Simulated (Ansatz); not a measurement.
# C2H7MgN: a ladder of functionals and wavefunction methods

How much do the methods differ for C2H7MgN? The plan is to run it at one geometry with functionals of several rungs and with coupled cluster. The yardstick is the atomisation energy at the CCSD(T) limit.

Computed with Ansatz 0.2.0, Gaussian basis. Level: functionals in def2-TZVPP, the program's frozen cores in correlated methods.

Plan: LDA (SPW92), PBE-D4, revPBE-D4, BLYP-D4, r2SCAN-D4, B97M-V, PBE0-D4, B3LYP-D4, r2SCANh-D4, r2SCAN0-D4, HSE06-D4, BHLYP-D4, CAM-B3LYP-D4, LC-ωPBE, ωB97X-V, ωB97M-V, B2PLYP, PBE-QIDH; CCSD(T)/def2-SVP; CCSD(T)/def2-TZVPP; MP2/def2-QZVPP; extrapolation to the limit; RPA on PBE.

## Step 1: Structure used throughout

All runs share one geometry, relaxed beforehand with PBE0-D4 in a triple-zeta def2 set.

SMILES `C[CH2][Mg][NH2]`, 11 atoms, charge 0, spin multiplicity 1.

Atoms are counted from 1 here; the program's logs count them from 0.

Bond lengths: C1–C2 1.530 Å, C1–H5 1.094 Å, C1–H6 1.097 Å, C1–H7 1.094 Å, C2–Mg3 2.097 Å, C2–H8 1.098 Å, C2–H9 1.098 Å, Mg3–N4 1.893 Å, N4–H10 1.009 Å, N4–H11 1.009 Å. Angles: C2–C1–H5 112.1°, C2–C1–H6 112.6°, C2–C1–H7 112.1°, H5–C1–H6 106.6°, H5–C1–H7 106.5°, H6–C1–H7 106.6°, C1–C2–Mg3 116.8°, C1–C2–H8 109.6°, C1–C2–H9 109.6°, Mg3–C2–H8 107.8°, Mg3–C2–H9 107.8°, H8–C2–H9 104.7°, C2–Mg3–N4 179.8°, Mg3–N4–H10 126.6°, Mg3–N4–H11 126.6°, H10–N4–H11 106.8°.

## Step 2: LDA

This LDA is Slater exchange with PW92 correlation.

in.yaml

```yaml
crystal:
  periodic: [false, false, false]
  atoms:
    - {symbol: C, position_ang: [-1.321611, 1.147925, 0.787864]}
    - {symbol: C, position_ang: [-0.356160, -0.002885, 1.079854]}
    - {symbol: Mg, position_ang: [0.809958, -0.686257, -0.522815]}
    - {symbol: N, position_ang: [1.866540, -1.308414, -1.965276]}
    - {symbol: H, position_ang: [-2.051493, 0.886154, 0.015500]}
    - {symbol: H, position_ang: [-1.896024, 1.450667, 1.672045]}
    - {symbol: H, position_ang: [-0.799866, 2.042099, 0.432849]}
    - {symbol: H, position_ang: [-0.915110, -0.859807, 1.477473]}
    - {symbol: H, position_ang: [0.324738, 0.285305, 1.891133]}
    - {symbol: H, position_ang: [1.625020, -2.041537, -2.615878]}
    - {symbol: H, position_ang: [2.779507, -0.970250, -2.232151]}
basis:
  gaussian: {orbitals: def2-TZVPP}
hamiltonian: {xc: lda}
output: {orbitals: {seedname: orbitals}}
```

On the command line:

```console
$ ansatz run in.yaml --threads 4 --pin off --events-out ev --progress --plain --max-ram 10444MiB
```

After this run come: PBE-D4 (GGA); revPBE-D4 (GGA); BLYP-D4 (GGA); r2SCAN-D4 (meta-GGA); B97M-V (meta-GGA); B3LYP-D4 (hybrid); r2SCANh-D4 (hybrid); r2SCAN0-D4 (hybrid); HSE06-D4 (hybrid); BHLYP-D4 (hybrid); CAM-B3LYP-D4 (range-separated); LC-ωPBE (range-separated); ωB97X-V (range-separated); ωB97M-V (range-separated); B2PLYP (double hybrid); PBE-QIDH (double hybrid); CCSD(T) in def2-SVP; CCSD(T) in def2-TZVPP; MP2 in def2-QZVPP; RPA on PBE orbitals.

Q: Predict the results of all the runs planned. Wanted: atomisation energy, CCSD(T)/CBS; farthest beyond LDA; mean size of error, GGA; mean size of error, meta-GGA; mean size of error, hybrid; mean size of error, range-separated; mean size of error, double hybrid; gap, smallest and largest; T1 diagnostic.

**Answer**, as computed:

```
                               quantity                                                                            value
        atomisation energy, CCSD(T)/CBS                                                                   897.3 kcal/mol
functionals within 4.5 kcal/mol (0.5 %)  r2SCAN-D4, PBE0-D4, B3LYP-D4, HSE06-D4, CAM-B3LYP-D4, LC-ωPBE, ωB97X-V, ωB97M-V
                    farthest beyond LDA                                                        BHLYP-D4 (-26.5 kcal/mol)
                mean size of error, GGA                                                                     8.1 kcal/mol
           mean size of error, meta-GGA                                                                     3.9 kcal/mol
             mean size of error, hybrid                                                                     9.6 kcal/mol
    mean size of error, range-separated                                                                     2.7 kcal/mol
      mean size of error, double hybrid                                                                    11.7 kcal/mol
              gap, smallest and largest                                            3.38 eV (BLYP-D4), 10.12 eV (LC-ωPBE)
                          T1 diagnostic                                                                           0.0089
triples share of the correlation energy                                                                            3.1 %
```

In words: The LDA atomisation energy is off by 112.8 kcal/mol (13 %): it overbinds. PBE-D4 misses by +10.0 kcal/mol. Double hybrids carry the basis error of their MP2 part in triple zeta, and no dispersion term here, so their miss is partly the set-up's. The rungs range-separated, meta-GGA miss on average by less than the doubt on the reference (4.5 kcal/mol), so they tie. Misses under about 4.5 kcal/mol are within the doubt on the reference itself, which lacks core-valence correlation, relativity and higher excitations. Hartree-Fock recovers 72 % of the binding; the rest is correlation. CCSD(T) in def2-SVP is off by -54.1 kcal/mol, worse than the median functional, from the basis alone. Orbital gaps span 3.4 to 10.1 eV; exact exchange widens them. Correlated methods include outer-core shells of Mg, which these sets cover unevenly.
